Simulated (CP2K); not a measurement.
**CH4BFO2 (SMILES COB(O)F): levels of theory compared**

Wanted: a comparison of 3 runs (GFN2-xTB, PM6, GFN1-xTB) of CH4BFO2. 

The results are computed with CP2K 2026.2.

3 further runs of the same task are left out: 1 that didn't finish, 2 set aside as unsound or not needed.

## Step 1: The structure to begin with

CH4BFO2 has 9 atoms, charge 0, and is taken as a singlet. SMILES: `COB(O)F`. The B3–F5 distance was set to 2.406 Å, away from the relaxed value. At this shape a bond of the SMILES string is far longer than usual.

Bond lengths: C1–O2 1.414 Å, O2–B3 1.344 Å, B3–O4 1.361 Å, C1–H6 1.092 Å, C1–H7 1.091 Å, C1–H8 1.092 Å, O4–H9 0.959 Å. Angles: C1–O2–B3 122.2°, O2–B3–O4 122.7°, O2–C1–H6 108.8°, O2–C1–H7 111.8°, O2–C1–H8 108.7°, B3–O4–H9 112.6°, H6–C1–H7 109.3°, H6–C1–H8 108.7°, H7–C1–H8 109.3°. A long bond or contact: B3–F5 2.406 Å.

## Step 2: The energy at GFN2-xTB (run 1)

Input file mol.inp:

```
&global
  project_name mol
  run_type ENERGY
  print_level MEDIUM
&end global

&force_eval
  method Quickstep
  &dft
    charge 0
    multiplicity 1
    &qs
      method XTB
      eps_default 1.0E-10
      &xtb
        gfn_type TBLITE
        &tblite
          method GFN2
        &end tblite
        check_atomic_charges F
      &end xtb
    &end qs
    ! isolated system
    &poisson
      periodic NONE
      poisson_solver ANALYTIC
    &end poisson
    &scf
      scf_guess ATOMIC
      eps_scf 1.0E-06
      max_scf 150
      added_mos 2
      &diagonalization
        algorithm STANDARD
      &end diagonalization
      &mixing
        method DIRECT_P_MIXING
        alpha 0.4
      &end mixing
      &smear ON
        method FERMI_DIRAC
        electronic_temperature [K] 300
      &end smear
    &end scf
    &print
      &moments
        periodic F
        reference COM
        max_moment 1
      &end moments
      &mo ON
        energies T
        occupation_numbers T
        ndigits 6
        &each
          qs_scf 0
        &end each
        add_last NUMERIC
      &end mo
      &hirshfeld OFF
      &end hirshfeld
    &end print
  &end dft
  &subsys
    ! vacuum box
    &cell
      abc [angstrom] 19.3 19 21
      periodic NONE
    &end cell
    &coord
      C      9.067600    10.072850     8.517439
      O      9.229900    10.271150     9.907939
      B     10.037300     9.496450    10.652839
      O     10.757300     8.467250    10.128039
      F     10.183279     9.987486    13.003261
      H      8.015400     9.866750     8.311939
      H      9.676200     9.243850     8.152139
      H      9.353800    10.988550     7.996739
      H     11.284600     8.011450    10.787339
    &end coord
  &end subsys
&end force_eval
```

Started as:

```
OMP_NUM_THREADS=1 cp2k.psmp -i mol.inp -o mol.out
```

The log of the run:

```text
CP2K| version string:                                       CP2K version 2026.2
[...]
 GLOBAL| Method name                                                        CP2K
[...]
 GLOBAL| Run type                                                         ENERGY
[...]
                             - Atoms:                                          9
[...]
                             - Spherical basis functions:                     24
[...]
 Number of electrons:                                                         30
[...]
  *** SCF run converged in    27 steps ***
[...]
  Fermi energy:                                                -0.35240323785547
[...]
 TB_DIPOLE| Moment [Debye]          0.09264806      -1.88773993      -6.23322079
 TB_DIPOLE| Derivative [a.u.]       0.00000000       0.00000000       0.00000000
[...]
 ENERGY| Total FORCE_EVAL ( QS ) energy [hartree]            -18.278457105133366
[...]
```

It took 2.4 s on 1 thread of Intel Xeon at 2.50GHz (Skylake/Cascade Lake), shared host; peak memory 0.19 GiB.

## Step 3: A single-point energy at PM6 (run 2)

Input file qs.inp:

```
&GLOBAL
 PROJECT qs
 RUN_TYPE ENERGY
 PRINT_LEVEL MEDIUM
&END
&FORCE_EVAL
 METHOD Quickstep
 &DFT
  CHARGE 0
  MULTIPLICITY 1
  &QS
   METHOD PM6
   EPS_DEFAULT 1.0E-10
   &SE
    &COULOMB
     CUTOFF [angstrom] 50
     RC_RANGE [angstrom] 0
    &END
    &EXCHANGE
     CUTOFF [angstrom] 50
     RC_RANGE [angstrom] 0
    &END
   &END
  &END
  &POISSON
   PERIODIC NONE
   POISSON_SOLVER ANALYTIC
  &END
  &SCF
   SCF_GUESS ATOMIC
   EPS_SCF 1.0E-06
   MAX_SCF 150
   ADDED_MOS 2
   &DIAGONALIZATION
    ALGORITHM STANDARD
   &END
   &MIXING
    METHOD DIRECT_P_MIXING
    ALPHA 0.4
   &END
  &END
  &PRINT
   &MOMENTS
    PERIODIC F
    REFERENCE COM
    MAX_MOMENT 1
   &END
   &MO ON
    ENERGIES T
    OCCUPATION_NUMBERS T
    NDIGITS 6
    &EACH
     QS_SCF 0
    &END
    ADD_LAST NUMERIC
   &END
   &HIRSHFELD OFF
   &END
  &END
 &END
 &SUBSYS
  &CELL
   ABC [angstrom] 11.3 11 13
   PERIODIC NONE
  &END
  &COORD
   SCALED T
   C    0.44846018   0.55207727   0.34749531
   O    0.46282301   0.57010455   0.45445685
   B    0.53427434   0.49967727   0.51175685
   O    0.59799115   0.40611364   0.47138762
   F    0.54719283   0.54431691   0.69255854
   H    0.35534513   0.53334091   0.33168762
   H    0.50231858   0.47671364   0.31939531
   H    0.47378761   0.63532273   0.30744146
   H    0.64465487   0.36467727   0.52210300
  &END
 &END
&END
```

Started as:

```
OMP_NUM_THREADS=1 cp2k.psmp -i qs.inp > qs.out 2>&1
```

The log of the run:

```text
CP2K| version string:                                       CP2K version 2026.2
[...]
 GLOBAL| Method name                                                        CP2K
[...]
 GLOBAL| Run type                                                         ENERGY
[...]
                             - Atoms:                                          9
[...]
                             - Spherical basis functions:                     24
[...]
 Number of electrons:                                                         30
[...]
     1 P_Mix/Diag. 0.40E+00    0.0     0.79741218       -41.1771112192 -4.12E+01
[...]
    20 DIIS/Diag.  0.14E-06    0.0     0.00000066       -47.2390297721 -3.80E-11
  *** SCF run converged in    20 steps ***
  Core-core repulsion energy [eV]:                           1975.31583781425888
  Core Hamiltonian energy [eV]:                             -2182.96347116247716
  Two-electron integral energy [eV]:                        -2155.58347758415994
  Electronic energy [eV]:                                   -3260.75520995455690
  Total energy [eV]:                                        -1285.43937214029825
  Atomic reference energy [eV]:                              1280.45513400939763
  Heat of formation [kcal/mol]:                              -114.93927092982848
[...]
 SE_DIPOLE| Moment [Debye]         -0.22637419       2.44429431       7.61504144
 SE_DIPOLE| Derivative [a.u.]       0.00000000       0.00000000       0.00000000
 ENERGY| Total FORCE_EVAL ( QS ) energy [hartree]            -47.239029772114485
[...]
```

Wall time 2.4 s (1 thread of Intel Xeon at 2.50GHz (Skylake/Cascade Lake), shared host); peak memory 0.18 GiB.

## Step 4: The energy at GFN1-xTB (run 3)

Input file molecule.inp:

```
&GLOBAL
 PROJECT molecule
 RUN_TYPE ENERGY
 PRINT_LEVEL MEDIUM
&END
&FORCE_EVAL
 METHOD QUICKSTEP
 &DFT
  # Quickstep
  &QS
   METHOD XTB
   EPS_DEFAULT 1.0E-10
   &XTB
    GFN_TYPE 1
    CHECK_ATOMIC_CHARGES F
   &END
  &END
  # no periodic images
  &POISSON
   PERIODIC NONE
   POISSON_SOLVER ANALYTIC
  &END
  # SCF settings
  &SCF
   SCF_GUESS ATOMIC
   EPS_SCF 1.0E-07
   MAX_SCF 80
   ADDED_MOS 8
   &DIAGONALIZATION
    ALGORITHM STANDARD
   &END
   &MIXING
    METHOD BROYDEN_MIXING
    ALPHA 0.2
    NBUFFER 8
   &END
   &SMEAR ON
    METHOD FERMI_DIRAC
    ELECTRONIC_TEMPERATURE [K] 300
   &END
  &END
  &PRINT
   &MOMENTS
    PERIODIC F
    REFERENCE COM
    MAX_MOMENT 1
   &END
   &MO ON
    ENERGIES T
    OCCUPATION_NUMBERS T
    NDIGITS 6
    &EACH
     QS_SCF 0
    &END
    ADD_LAST NUMERIC
   &END
   &HIRSHFELD OFF
   &END
  &END
 &END
 &SUBSYS
  &CELL
   ABC 13.3 13 15
   PERIODIC NONE
  &END
  &COORD
   UNIT bohr
   C     -1.3496027     0.5160162    -4.0261031
   O     -1.0429002     0.8907489    -1.3984389
   B      0.4828647    -0.5732220     0.0092181
   O      1.8434675    -2.5181281    -0.9825102
   F      0.7587250     0.3547016     4.4508719
   H     -3.3379725     0.1265436    -4.4144418
   H     -0.1995154    -1.0505668    -4.7164200
   H     -0.8087631     2.2464384    -5.0100835
   H      2.8399201    -3.3794653     0.2633862
  &END
  &TOPOLOGY
   &CENTER_COORDINATES
   &END
  &END
 &END
&END
```

Started as:

```
OMP_NUM_THREADS=1 cp2k.psmp -i molecule.inp > molecule.out 2>&1
```

The log of the run:

```text
CP2K| version string:                                       CP2K version 2026.2
[...]
 GLOBAL| Method name                                                        CP2K
[...]
 GLOBAL| Run type                                                         ENERGY
[...]
                             - Atoms:                                          9
[...]
                             - Spherical basis functions:                     28
[...]
 Number of electrons:                                                         30
[...]
     1 NoMix/Diag. 0.20E+00    0.0     1.92003907       -19.7896640187 -1.98E+01
[...]
    57 Broy./Diag. 0.20E+00    0.0     0.00000009       -20.2101712820 -4.70E-07
  *** SCF run converged in    57 steps ***
[...]
  Fermi energy:                                                -0.38406393633445
[...]
 TB_DIPOLE| Moment [Debye]          0.30441198      -2.03743833      -5.85003029
 TB_DIPOLE| Derivative [a.u.]       0.00000000       0.00000000       0.00000000
[...]
 ENERGY| Total FORCE_EVAL ( QS ) energy [hartree]            -20.210171281983598
[...]
```

Wall time 3 s (1 thread of Intel Xeon at 2.50GHz (Skylake/Cascade Lake), shared host); peak memory 0.19 GiB.

## Step 5: All runs side by side

```csv
run,level,cell,vacuum round the molecule,energy (Eh),dipole moment (D),HOMO energy (eV),LUMO energy (eV),wall time
1,GFN2-xTB,"(19.3, 19, 21)",8,-18.278457,6.51,-10.50,-8.71,2.4 s
2,PM6,"(11.3, 11, 13)",4,-47.239030,8.00,-9.84,-2.17,2.4 s
3,GFN1-xTB,"(13.3, 13, 15)",5,-20.210171,6.20,-11.32,-9.60,3 s
```

## Step 6: Results

| quantity | value |
| --- | --- |
| run 3: total energy | -20.21017 Eh |
| run 3: dipole moment (from atomic charges alone) | 6.20 D |
| run 3: HOMO energy | -11.32 eV |
| run 3: LUMO energy | -9.60 eV |
| run 3: HOMO–LUMO gap | 1.71 eV |
| run 3: dispersion energy | -5.43 kJ/mol |

The dipole moment (its size) runs from 6.20 D (GFN1-xTB) to 8.00 D (PM6). Some of these are taken from atomic charges alone. The HOMO–LUMO gap runs from 1.71 eV (GFN1-xTB) to 7.67 eV (PM6). Force-field and semi-empirical energies have zeros of their own, so their totals don't compare. All runs together took 7.7 s, the longest 3 s.
